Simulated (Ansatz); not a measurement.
# CsPbCl3: the cell at several levels of theory

The task here is to estimate one member of a computed series from the others.

The runs shown are made with Ansatz 0.2.0. PAW datasets, plane waves, zero pressure. Computed at 0 K without zero-point motion; spin polarisation is off.

**The cell**

The symmetry is Pm-3m (No. 221, cubic); a = 5.605 Å in the conventional setting, 35.22 Å³ an atom. Around Cs lie 12 Cl at 3.96 Å; around Pb lie 6 Cl at 2.80 Å; around Cl lie 2 Pb at 2.80 Å and 4 Cs at 3.96 Å.

As a file:

```
Cs Pb Cl
1.0
     5.60500    0.00000    0.00000
     0.00000    5.60500    0.00000
     0.00000    0.00000    5.60500
Cs Pb Cl
1 1 3
Cartesian
  0.0000 0.0000 0.0000
  2.8025 2.8025 2.8025
  2.8025 2.8025 0.0000
  0.0000 2.8025 2.8025
  2.8025 0.0000 2.8025
```

The first run:

Contents of input.yaml:

```yaml
crystal:
  lattice:
    - [5.605, 0.0, 0.0]
    - [0.0, 5.605, 0.0]
    - [0.0, 0.0, 5.605]
  atoms:
    - { symbol: Cs, position: [0.0, 0.0, 0.0] }
    - { symbol: Pb, position: [0.5, 0.5, 0.5] }
    - { symbol: Cl, position: [0.5, 0.5, 0.0] }
    - { symbol: Cl, position: [0.0, 0.5, 0.5] }
    - { symbol: Cl, position: [0.5, 0.0, 0.5] }
kpoints:
  mp_grid: { grid: [4, 4, 4] }
hamiltonian:
  xc: pbe
scf:
  occupations: { method: fermi_dirac, width: 0.02 }
relax:
  f_tol: 0.005
  cell: {}
```

The run is started by

```console
$ ansatz run input.yaml --threads 4 --pin off --max-ram 9216MiB --backend cpu --events-out ev --progress --plain --runs-dir out
```

Among the steps run: PBE: cell and atoms; Relaxation with r2SCAN; Relaxation with PBEsol; Relaxation with LDA.

One table of the session follows, with a row left open; its other results are not shown here.

```
 level  a (Å)  volume (Å³/atom)
   PBE  5.740            37.829
r2SCAN  5.677            36.587
PBEsol      ?                 ?
   LDA  5.529            33.799
```

Estimate the missing values for PBEsol.

The run gave: a (Å): 5.626; volume (Å³/atom): 35.607. In the column «a (Å)» it lies between LDA (5.529) and r2SCAN (5.677).

The volume runs from LDA (least) to PBE (most), a spread of 11.9 %, or 3.8 % in length if all axes shared it alike.
